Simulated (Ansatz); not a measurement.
# ClH5OSi2: the cost of one run

All numbers below are computed with Ansatz 0.2.0 (RKS PBE-D4/6-31G*).

## 1. The starting structure

Bond lengths: Si1–Cl2 2.130 Å, Si1–H3 1.460 Å, Si1–H4 1.459 Å, Si1–O5 1.679 Å, O5–Si6 1.680 Å, Si6–H7 1.460 Å, Si6–H8 1.460 Å, Si6–H9 1.460 Å. Angles: Cl2–Si1–H3 109.5°, Cl2–Si1–H4 109.5°, Cl2–Si1–O5 109.5°, H3–Si1–H4 109.5°, H3–Si1–O5 109.5°, H4–Si1–O5 109.5°, Si1–O5–Si6 125.0°, O5–Si6–H7 109.5°, O5–Si6–H8 109.5°, O5–Si6–H9 109.5°, H7–Si6–H8 109.4°, H7–Si6–H9 109.4°, H8–Si6–H9 109.4°.

Coordinates:

```xyz
9

Si    0.0000    0.0000    0.0000
Cl    0.0000    0.0000    2.1300
H     1.3768    0.0000   -0.4862
H    -0.6877    1.1914   -0.4862
O    -0.7913   -1.3709   -0.5594
Si   -1.6730   -2.4329    0.3983
H    -1.2634   -2.2870    1.7920
H    -3.0964   -2.1323    0.2761
H    -1.4264   -3.8036   -0.0398
```

## 2. Relaxing the start

Contents of input.yaml:

```yaml
crystal:
  periodic: [false, false, false]
  atoms:
    - { symbol: Si, position_ang: [0.0, 0.0, 0.0] }
    - { symbol: Cl, position_ang: [0.0, 0.0, 2.13] }
    - { symbol: H, position_ang: [1.3768, 0.0, -0.4862] }
    - { symbol: H, position_ang: [-0.6877, 1.1914, -0.4862] }
    - { symbol: O, position_ang: [-0.7913, -1.3709, -0.5594] }
    - { symbol: Si, position_ang: [-1.673, -2.4329, 0.3983] }
    - { symbol: H, position_ang: [-1.2634, -2.287, 1.792] }
    - { symbol: H, position_ang: [-3.0964, -2.1323, 0.2761] }
    - { symbol: H, position_ang: [-1.4264, -3.8036, -0.0398] }
basis:
  gaussian: { orbitals: "6-31G*" }
hamiltonian:
  xc: pbe
  dispersion: d4
relax:
  f_tol: 0.02
  max_steps: 40
output:
  orbitals: {}
```

Run with:

```console
> ansatz run input.yaml --threads 1 --pin off --max-ram 2048MiB --backend cpu --events-out ev --progress --plain --runs-dir out
```

**Question.** How long does this run take on 1 thread of Arm Neoverse V2, shared host, and how much memory does it need?

About 37 s, with a peak of 0.12 GiB.
